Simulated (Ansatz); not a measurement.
# F4Ni: the cost of one run

Method: the levels named in each step, in Ansatz 0.2.0.

**1. The structure to begin with**

Bond lengths: F1–Ni2 1.645 Å, Ni2–F3 1.645 Å, Ni2–F4 1.645 Å, Ni2–F5 1.645 Å. Angles: F1–Ni2–F3 180.0°, F1–Ni2–F4 90.0°, F1–Ni2–F5 90.0°, F3–Ni2–F4 90.0°, F3–Ni2–F5 90.0°, F4–Ni2–F5 180.0°.

Structure file:

```xyz
5

F    -0.4047    1.5781   -0.2305
Ni    0.0000   -0.0001    0.0001
F     0.4048   -1.5780    0.2305
F    -1.5738   -0.4336   -0.2059
F     1.5737    0.4338    0.2058
```

**2. A rough first relaxation, PBE-D4/def2-SVP**

This run stands in another session on the same molecule. It ended at:

```xyz
5

F    -0.4277    1.6675   -0.2436
Ni    0.0000    0.0000    0.0000
F     0.4277   -1.6674    0.2436
F    -1.6629   -0.4583   -0.2175
F     1.6629    0.4583    0.2175
```

**3. Relaxation, HF/STO-3G**

Input file input.yaml:

```yaml
crystal:
  periodic: [false, false, false]
  atoms:
    - { symbol: F, position_ang: [-0.42767636, 1.66748203, -0.24357905] }
    - { symbol: Ni, position_ang: [1.709e-05, 2.886e-05, 2.052e-05] }
    - { symbol: F, position_ang: [0.42771236, -1.66742622, 0.24359919] }
    - { symbol: F, position_ang: [-1.66290405, -0.45827781, -0.21748598] }
    - { symbol: F, position_ang: [1.66294097, 0.45833314, 0.21751532] }
magnetization:
  spin_polarized: true
  initial_magnetization: 2
basis:
  gaussian: { orbitals: STO-3G }
hamiltonian:
  xc: hf
relax:
  f_tol: 0.002
  max_steps: 150
```

On the command line:

```console
$ ansatz run input.yaml --threads 2 --pin off --max-ram 5120MiB --backend cpu --events-out ev --progress --plain --runs-dir out
```

Q: Estimate wall time and peak memory on 2 threads of Arm Neoverse V1, shared host.

About 88 s, with a peak of 0.15 GiB.
